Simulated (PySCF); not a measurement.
**A diatomic session: BPb−**

The task here is to estimate one member of a computed series from the others.

Computed with PySCF 2.14.0. Level: B def2-SVPD, Pb def2-SVPD with ECP60, scalar-relativistic core potentials.

3 further runs of the same task are left out: 3 set aside as unsound or not needed.

Set-up of the first run:

Settings of the job:

```yaml
atoms: B, Pb
charge: -1
basis: B def2-SVPD, Pb def2-SVPD with ECP60
Hamiltonian: scalar-relativistic core potentials
basis_functions: 52
electrons_treated: 28
masses_in_u: 11.0093, 207.9766
levels: PBE0, PBE, r²SCAN, BLYP, BP86, PW91, ωB97X, HF, MP2, SCS-MP2, CCSD, CCSD(T)
grid: 80 radial by 434 angular points
occupations: held fixed by the projection of orbital angular momentum
dissociation_limit: B + Pb−, each in its ground configuration
starting_distance_in_angstrom: 2.310
values_of_2S_to_try: 0, 2, 4
```

The run is started by

```console
OMP_NUM_THREADS=1 python dia.py task.json out
```

Among the steps run: Set-up; First curve: PBE0; PBE; r²SCAN (meta-GGA); BLYP; BP86 (GGA); PW91; ωB97X (range-separated hybrid); UHF (mean field); MP2 and coupled cluster.

One table of the session follows, with a row left open; its other results are not shown here.

It belongs to the step «Constants by level of theory». 

```
      level  Re (Å)  ωe (cm⁻¹)  De (eV)
   UHF-CCSD   2.204        540     1.97
UHF-CCSD(T)   2.218        525     2.26
        PBE   2.205        536     3.03
       PW91   2.203        537     3.02
       BLYP   2.228        510     2.88
       BP86   2.211        529     2.96
     r²SCAN       ?          ?        ?
       PBE0   2.181        566     2.65
      ωB97X   2.166        582     2.83
```

Estimate the missing values for r²SCAN.

**Answer.** Re (Å): 2.192; ωe (cm⁻¹): 552; De (eV): 2.69. In the column «Re (Å)» it lies between PBE0 (2.181) and PW91 (2.203).

De is counted to B + Pb− in their ground configurations.
